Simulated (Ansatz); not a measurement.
# MnPt: the cost of one run

Method: DFT PBEsol, scalar-relativistic, plane waves, PAW, in Ansatz 0.2.0.

2 further runs of the same task are left out: 2 set aside as unsound or not needed.

## (1) The starting structure

It takes space group P4/mmm (No. 123, tetragonal). The conventional cell has a = 2.877 Å, b = 2.877 Å, c = 3.487 Å, α = 90.00°, β = 90.00°, γ = 90.00°. Mn (site symmetry 4/mmm) has 8 Pt at 2.68 Å and 4 Mn at 2.88 Å as nearest neighbours. Pt (site symmetry 4/mmm) is surrounded by 8 Mn at 2.68 Å and 4 Pt at 2.88 Å.

As a file:

```
CELL_PARAMETERS angstrom
2.87651 0.00000 0.00000
0.00000 2.87651 0.00000
0.00000 0.00000 3.48710
ATOMIC_POSITIONS crystal
Mn 0.00000 0.00000 0.00000
Pt 0.50000 0.50000 0.50000
```

It goes back to an entry of the Materials Project, which need not be the stable form.

This cell was relaxed beforehand with the same method: volume 14.43 Å³/atom, gap on the mesh none (metal), site moments up to 3.7 μB.

The unstrained cell was computed beforehand with the same settings: E(σ→0) = -16253.0260 eV for 2 atoms, gap none (metal).

## (2) Strain -1.0 %

input.yaml

```yaml
crystal:
  lattice:
    - [2.8477475071, 0.0, 0.0]
    - [0.0, 2.8477475071, 0.0]
    - [0.0, 0.0, 3.4522272541]
  atoms:
    - { symbol: Mn, position: [0.0, 0.0, 0.0], spin: 4.12 }
    - { symbol: Pt, position: [0.5, 0.5, 0.5], spin: 0.49 }
basis:
  ecutwfc: 420
kpoints:
  mp_grid: { grid: [14, 14, 12] }
hamiltonian:
  xc: pbesol
scf:
  occupations: { method: gaussian, width: 0.1 }
output:
  forces: true
  stress: true
  eigenvalues: true
  populations: true
magnetization:
  spin_polarized: true
```

What time and memory should one allow on 1 thread of an x86-64 CPU, shared host?

About 37 s, with a peak of 0.58 GiB.
